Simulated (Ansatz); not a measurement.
YbB2 in Ansatz: convergence with k mesh

Input of the first run (k mesh 3 × 3 × 2); the others differ in this setting and in those tied to it:

The input input.yaml:

```yaml
crystal:
  lattice:
    - [3.2503, 0.0, 0.0]
    - [-1.62515, 2.8148423699, 0.0]
    - [0.0, 0.0, 3.7315]
  atoms:
    - { symbol: Yb, position: [0.0, 0.0, 0.0], spin: 1.0 }
    - { symbol: B, position: [0.6666666667, 0.3333333333, 0.5] }
    - { symbol: B, position: [0.3333333333, 0.6666666667, 0.5] }
hamiltonian:
  xc: r2scan
  pseudopotentials: { kind: paw, source: jth }
magnetization:
  spin_polarized: true
kpoints:
  mp_grid: { grid: [3, 3, 2] }
scf:
  occupations: { method: fermi_dirac, width: 0.05 }
output:
  forces: true
  stress: true
  eigenvalues: true
```

Potentials or basis: JTH PAW.

Launch:

```bash
$ ansatz run input.yaml --threads 2 --pin off --max-ram 5632MiB --backend cpu --events-out ev --progress --plain --runs-dir out
```

Hardware: 2 threads of Arm Neoverse V2, with other jobs on the host.

**Question.** The values tried are 3 × 3 × 2, 4 × 4 × 3, 5 × 5 × 4, 7 × 7 × 5, 8 × 8 × 7, 11 × 11 × 8, 13 × 13 × 10, 15 × 15 × 12, loosest first. From which on does the pressure stay within 0.1 GPa of the tightest run that finished?

**Answer.** From 7 × 7 × 5 on.

```
      k mesh  energy less the tightest run, at zero smearing (meV/atom)  pressure (GPa)  largest force (eV/Å)  absolute moment (μB)  SCF cycles  CPU time (s)  peak memory (GiB)
   3 × 3 × 2                                                     118.29            4.86                 0.000                  0.49          29            12               0.44
   4 × 4 × 3                                                      13.95            5.55                 0.062                  0.74          45            43               0.45
   5 × 5 × 4                                                       9.24            5.82                 0.042                  0.67          45            61               0.48
   7 × 7 × 5                                                       6.84            6.04                 0.038                  0.67          52           100               0.56
   8 × 8 × 7                                                       0.53            6.11                 0.041                  0.62          35           140               0.71
 11 × 11 × 8                                                      -0.12            6.01                 0.043                  0.61          38           260                  1
13 × 13 × 10                                                       0.23            6.06                 0.040                  0.59          37           440                1.4
15 × 15 × 12                                                       0.00            6.09                 0.039                  0.60          52           710                1.9
```

Against the tightest run, the energy stays within 1 meV/atom from 8 × 8 × 7 on; the largest force stays within 0.005 eV/Å from 5 × 5 × 4 on; the absolute moment stays within 0.02 μB from 8 × 8 × 7 on. Meshes of other sizes hit other points, so gaps and Fermi surfaces needn't settle smoothly. The tightest run that finished is the yardstick and may itself not be fully converged.

Caveat, for the tightest run too: the magnetic or orbital state may not be the lowest; spin-orbit coupling is left out, which moves the levels of the heavy elements; without U or exact exchange the open f shell lies at the Fermi level, which spoils levels, moments and volumes. The state reached can hang on the start; a lower one may exist.
